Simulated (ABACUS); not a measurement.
Runs of ABACUS 3.10.1 on HfIn4SiO6. The typed cell holds 12 atoms: a = 5.699 Å, b = 6.149 Å, c = 7.308 Å, α = 98.49°, β = 111.85°, γ = 96.55°. The cell was built by a generator and needn't be a form met in nature.

```tsv
task	level	potentials or basis	spin	k mesh	cutoff (eV)	SCF threshold on the density	eigensolver	mixing share	symmetry key	path	mesh quality	gap on the mesh (eV)	pressure (GPa)	V0 of scaled cells (Å³/atom)	B0 (GPa)	largest force (eV/Å)
equation of state	r2SCAN	SG15 ONCV 1.2 PBE, DZP LCAO (the cutoffs set its grid)	off	3 × 3 × 2	1361	1e-07	genelpa	0.7	1	-	coarse	-	-	18.94	(b)	-
single point	PBE	PseudoDojo NC FR 0.4 PBE standard, DZP LCAO (the cutoffs set its grid)	SOC, no magnetisation	3 × 3 × 3	1361	1e-07	genelpa	0.4	0	-	not flagged	0.98	1.5	-	-	0.49
single point	LDA	PseudoDojo NC SR 0.4.1 LDA standard, plane waves	off	3 × 3 × 3	1143	1e-08	dav	0.7	1	-	not flagged	0.98	-6.7	-	-	0.71
equation of state	PBE	PseudoDojo NC FR 0.4 PBE standard, DZP LCAO (the cutoffs set its grid)	SOC, no magnetisation	3 × 3 × 3	1361	1e-07	genelpa	0.4	0	-	coarse	-	-	19.60	81	-
single point	r2SCAN	SG15 ONCV 1.2 PBE, DZP LCAO (the cutoffs set its grid)	off	3 × 3 × 2	1361	1e-07	scalapack_gvx	0.7	1	-	coarse	1.33	(a)	-	-	1.25
```

Alike in all rows: cell as given; smearing fermi-dirac 0.05 eV.

**Question.** Fill in the values left out.

**Answer.** (a) -1.5; (b) 92.

Caveats: some runs use coarse meshes; the atomic orbitals were generated for these runs and aren't a published set (some runs); the basis of atomic orbitals isn't converged, which shifts pressures, moduli and gaps (some runs); an odd mesh through Γ misses points on the zone boundary, where band edges often lie (some runs); the cell was scaled at fixed shape and fractional positions, which overstates the stiffness of a crystal with free parameters, most of all of layers and chains (some runs); the potentials were made for another functional, which shifts forces and pressure (some runs); spin-orbit coupling is left out, which moves the levels of the heavy elements (some runs); there are fewer bands than atomic start orbitals, so a level may be missed at k points of high symmetry (some runs).

A k mesh can miss the band edges, and rows without SOC leave out spin-orbit coupling on Hf, In.

The runs don't all hold the same shells in valence.
